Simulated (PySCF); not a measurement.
# Ru(OH)3: relaxation and vibrations of the doublet

The task is one start of a wider search on Ru(OH)3: the doublet, from a trigonal planar start. It is relaxed, tested by its Hessian and followed downhill if it is a saddle.

Program: PySCF 2.14.0. Level of theory: PBE0, basis Ru def2-TZVP with ECP28, O def2-TZVP, H def2-TZVP, scalar-relativistic core potentials, no spin–orbit coupling, density fitting. These are calculated values, not measurements.

### 1 Where the work starts

7 atoms, charge 0, spin multiplicity 2.

Bond lengths: Ru1–O2 1.880 Å, Ru1–O3 1.880 Å, Ru1–O4 1.880 Å, O2–H5 0.960 Å, O3–H6 0.960 Å, O4–H7 0.960 Å. Angles: O2–Ru1–O3 120.0°, O2–Ru1–O4 120.0°, O3–Ru1–O4 120.0°, Ru1–O2–H5 130.0°, Ru1–O3–H6 130.0°, Ru1–O4–H7 130.0°.

```xyz
7
charge 0 multiplicity 2
Ru    0.0000    0.0000    0.0000
O     1.8800    0.0000    0.0000
O    -0.9400    1.6281    0.0000
O    -0.9400   -1.6281    0.0000
H     2.4971   -0.7354    0.0000
H    -0.6117    2.5302    0.0000
H    -1.8854   -1.7948    0.0000
```

### 2 First SCF at the start

One driver script runs all steps and calls PySCF; scf.py shows how it sets up the SCF of each step. The optimiser is the driver's own. After this first run the driver tries any further starts and a stability analysis.

Input file scf.py:

```python
from pyscf import gto, scf, dft
mol = gto.M(atom='''
Ru     0.000000     0.000000     0.000000
O      1.880000     0.000000     0.000000
O     -0.940000     1.628100     0.000000
O     -0.940000    -1.628100     0.000000
H      2.497100    -0.735400     0.000000
H     -0.611700     2.530200     0.000000
H     -1.885400    -1.794800     0.000000''',
    basis={'Ru': 'def2-TZVP', 'O': 'def2-TZVP', 'H': 'def2-TZVP'},
    ecp={'Ru': 'def2-TZVP'},
    charge=0, spin=1)
mf = dft.UKS(mol, xc='PBE0')
mf.grids.atom_grid = (50, 194)
aux = {'Ru': 'def2-universal-JKFIT', 'O': 'def2-universal-JKFIT', 'H': 'def2-universal-JKFIT'}
mf = mf.density_fit(auxbasis=aux)
mf.conv_tol = 1e-08
mf.diis_space = 10
mf.max_cycle = 60
mf.init_guess = 'minao'
mf.verbose = 4
mf.kernel()
```

Command:

```sh
$ OMP_NUM_THREADS=4 python axn.py task.json out
```

After this run come: Trigonal planar start, doublet: relaxation; Releasing the symmetry; Is it a minimum? Harmonic modes.

**Question.** What will these runs give? Wanted: minimum; geometry; wavenumbers; dipole moment; highest occupied, lowest empty level; polar-tensor charge of Ru1; zero-point energy; atomisation energy; ⟨S²⟩.

**Answer**, as computed:

| quantity | value |
| --- | --- |
| minimum | doublet, Cs |
| geometry | O–H 0.965 Å (×3), Ru–O 1.837 Å, Ru–O 1.840 Å (×2); H–O–Ru 114.0° (×2), H–O–Ru 114.5°, O–Ru–O 119.6°, O–Ru–O 120.2° (×2) |
| wavenumbers (cm⁻¹) | 187 (a''), 190 (a'), 205 (a'), 546 (a''), 605 (a''), 642 (a'), 699 (a'), 712 (a''), 718 (a'), 886 (a''), 904 (a'), 939 (a'), 3774 (a''), 3784 (a'), 3799 (a') |
| dipole moment | 1.32 D |
| highest occupied, lowest empty level (either spin) | -6.48, -2.78 eV |
| polar-tensor charge of Ru1 | +1.45 e |
| zero-point energy | 111.2 kJ/mol |
| entropy at 298.15 K | 323.6 J/(mol K) |
| atomisation energy (no zero-point energy) | 2313 kJ/mol |
| ⟨S²⟩ | 0.753 |

**Reading.** The trigonal planar start (C3h) ends in a minimum of Cs symmetry. In the infrared the band at 712 cm⁻¹ (a'') leads. Most of the spin sits on Ru1 (Mulliken spin 1.00, against 1 for the whole molecule). The first SCF alone would have been 13 kJ/mol too high. Only this shape and spin were tried, so other structures or states may lie lower. One determinant may miss the lowest occupation of an open d or f shell.
